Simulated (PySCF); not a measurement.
# C3H10BN: the cost of one run

Programs: PySCF 2.14.0, with density-fitted response routines of our own. Each step states its level of theory. These are calculated values for one molecule in the gas phase, unless marked as measured. Atoms are numbered from 0 throughout.

## 1. The molecule as given

15 atoms, charge 0, multiplicity 1; geometry from: GFN2-xTB. The atoms were then displaced at random by about 0.01 Å, so the start is not that level's minimum.

Bonds of the start (Å): C0–C1 1.53, C1–B2 1.58, B2–N3 1.42, N3–C4 1.41, C0–H5 1.12, C0–H6 1.06, C0–H7 1.09, C1–H8 1.12, C1–H9 1.09, B2–H10 1.16, N3–H11 1.02, C4–H12 1.07, C4–H13 1.07, C4–H14 1.09.

## 2. Relaxing the molecule at PBE0-D3(BJ)/def2-SVP

Job settings and geometry (Å):

```
{"job": {"xc": "PBE0", "basis": "def2-SVP", "d3": "d3bj", "grid": 1, "shake": 0.01, "kind": "geom"}, "charge": 0, "multiplicity": 1}
C     -2.274100    -0.576230    -0.184960
C     -1.306420     0.608420    -0.102440
B      0.096070     0.241140    -0.736760
N      1.265730     0.205460     0.076380
C      2.587870    -0.127560    -0.300880
H     -3.275900    -0.259150     0.193620
H     -1.928390    -1.403510     0.388390
H     -2.397470    -0.864540    -1.226950
H     -1.218360     0.920840     0.966610
H     -1.736310     1.459980    -0.625180
H      0.223280    -0.011800    -1.859500
H      1.156000     0.407880     1.073600
H      2.899340    -1.020480     0.206450
H      2.624910    -0.278510    -1.357860
H      3.268400     0.680680    -0.023410
```

Started as:

```sh
$ OMP_NUM_THREADS=1 python probes_run.py task.json out
```

The driver reads the jobs from task.json and runs them one after another.

**Question.** How long does this first job take on 1 thread of Arm Neoverse V1, shared host, and how much memory does it need?

About 59 s, with a peak of 0.5 GiB.
